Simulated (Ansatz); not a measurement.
# F2H4OSi2: up Jacob's ladder to CCSD(T)

An exercise on one series of results from a longer session: the logs are not shown, and one member is left open.

The runs use Ansatz 0.2.0, Gaussian basis; functionals in def2-TZVPP, the program's frozen cores in correlated methods.

Plan: LDA (SPW92), PBE-D4, revPBE-D4, BLYP-D4, r2SCAN-D4, B97M-V, PBE0-D4, B3LYP-D4, r2SCANh-D4, r2SCAN0-D4, HSE06-D4, BHLYP-D4, CAM-B3LYP-D4, LC-ωPBE, ωB97X-V, ωB97M-V, B2PLYP, PBE-QIDH; CCSD(T)/def2-SVP; CCSD(T)/def2-TZVPP; MP2/def2-QZVPP; extrapolation to the limit; RPA on PBE.

### The geometry

An earlier PBE0-D4 in a triple-zeta def2 set relaxation fixed the geometry.

SMILES `F[SiH](F)O[SiH3]`, 9 atoms, charge 0, spin multiplicity 1.

Atoms are counted from 1 here; the program's logs count them from 0.

Bond lengths: F1–Si2 1.582 Å, Si2–F3 1.582 Å, Si2–O4 1.599 Å, Si2–H6 1.464 Å, O4–Si5 1.645 Å, Si5–H7 1.481 Å, Si5–H8 1.483 Å, Si5–H9 1.483 Å. Angles: F1–Si2–F3 106.6°, F1–Si2–O4 110.0°, F1–Si2–H6 109.5°, F3–Si2–O4 110.0°, F3–Si2–H6 109.5°, O4–Si2–H6 111.1°, Si2–O4–Si5 153.2°, O4–Si5–H7 107.6°, O4–Si5–H8 109.5°, O4–Si5–H9 109.5°, H7–Si5–H8 110.1°, H7–Si5–H9 110.1°, H8–Si5–H9 109.9°.

Set-up of the first run:

in.yaml reads:

```yaml
crystal:
  periodic: [false, false, false]
  atoms:
    - {symbol: F, position_ang: [-1.121171, 1.581541, 1.457894]}
    - {symbol: Si, position_ang: [-1.359508, 0.734497, 0.143377]}
    - {symbol: F, position_ang: [-1.297576, 1.750715, -1.067293]}
    - {symbol: O, position_ang: [-0.214911, -0.371873, -0.010698]}
    - {symbol: Si, position_ang: [1.351536, -0.853143, -0.152543]}
    - {symbol: H, position_ang: [-2.685731, 0.117153, 0.194655]}
    - {symbol: H, position_ang: [1.359212, -2.331347, -0.246793]}
    - {symbol: H, position_ang: [2.114232, -0.413696, 1.040930]}
    - {symbol: H, position_ang: [1.942318, -0.260248, -1.376730]}
basis:
  gaussian: {orbitals: def2-TZVPP}
hamiltonian: {xc: lda}
output: {orbitals: {seedname: orbitals}}
```

Launch:

```
ansatz run in.yaml --threads 4 --pin off --events-out ev --progress --plain --max-ram 10444MiB
```

Steps of the session up to this table: LDA; PBE-D4 (GGA); revPBE-D4 (GGA); BLYP-D4 (GGA); r2SCAN-D4 (meta-GGA); B97M-V (meta-GGA); B3LYP-D4 (hybrid); r2SCANh-D4 (hybrid); r2SCAN0-D4 (hybrid); HSE06-D4 (hybrid); BHLYP-D4 (hybrid); CAM-B3LYP-D4 (range-separated); LC-ωPBE (range-separated); ωB97X-V (range-separated); ωB97M-V (range-separated); B2PLYP (double hybrid); PBE-QIDH (double hybrid).

One of the session's tables, all rows but one given; the rest of the session is left out.

It belongs to the step «Orbital energies across the functionals». 

```
  functional  HOMO (eV)  gap (eV)
 LDA (SPW92)      -8.10      6.87
      PBE-D4      -8.02      7.07
   revPBE-D4      -7.98      7.16
     BLYP-D4      -7.94      7.12
   r2SCAN-D4      -8.40      7.89
      B97M-V      -8.49      7.69
     PBE0-D4      -9.48      9.41
    B3LYP-D4      -9.27      8.98
  r2SCANh-D4      -8.93      8.71
  r2SCAN0-D4      -9.73      9.93
    HSE06-D4      -9.07      8.63
    BHLYP-D4     -10.87     11.66
CAM-B3LYP-D4     -10.92     11.83
     LC-ωPBE          ?         ?
     ωB97X-V     -11.95     13.91
     ωB97M-V     -11.78     13.41
```

Q: Estimate the row for LC-ωPBE from the others.

The run gave: HOMO (eV): -12.30; gap (eV): 14.43. In the column «HOMO (eV)» it is the lowest.
